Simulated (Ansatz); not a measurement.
NbSi under changes of volume

One of the cells (15.724 Å³/atom); the others are scaled copies at fixed shape and fractional positions:

```xyz
2
Lattice="3.1564 0.0000 0.0000 0.0000 3.1564 0.0000 0.0000 0.0000 3.1564" Properties=species:S:1:pos:R:3 pbc="T T T"
Nb    0.0000    0.0000    0.0000
Si    1.5782    1.5782    1.5782
```

The cell was built by a generator and needn't be a form met in nature.

- Program: Ansatz 0.2.0
- Functional: PBE
- Potentials or basis: Ansatz PAW
- Cutoff: 420 eV (not typed: the program's choice for these potentials)
- k mesh: 8 × 8 × 8
- Occupations: fermi-dirac, width 0.05 eV
- Spin: no spin polarisation

| volume (Å³/atom) | energy over the lowest point (meV/atom) | pressure (GPa) |
| --- | --- | --- |
| 14.781 | 32.75 | 11.9 |
| 15.095 | 13.83 | 7.5 |
| 15.410 | 3.18 | 3.5 |
| 15.724 | 0.00 | -0.1 |
| 16.038 | ? | ? |
| 16.353 | 13.04 | -6.1 |
| 16.667 | 27.80 | -8.7 |

Q: What does the run at 16.038 Å³/atom give?

A: Energy over the lowest point 3.53 meV/atom; pressure -3.3 GPa.

Worked out: A Birch-Murnaghan fit of order 3 (a polynomial in V^(-2/3)) to the other rows has its minimum at 15.71 Å³/atom with B0 = V·E''(V) = 171 GPa and B' = 4.6. It gives 3.53 meV/atom at 16.038 Å³/atom, against the run's 3.53, and -dE/dV = -3.4 GPa, against -3.3.

Energies are extrapolated to zero smearing.
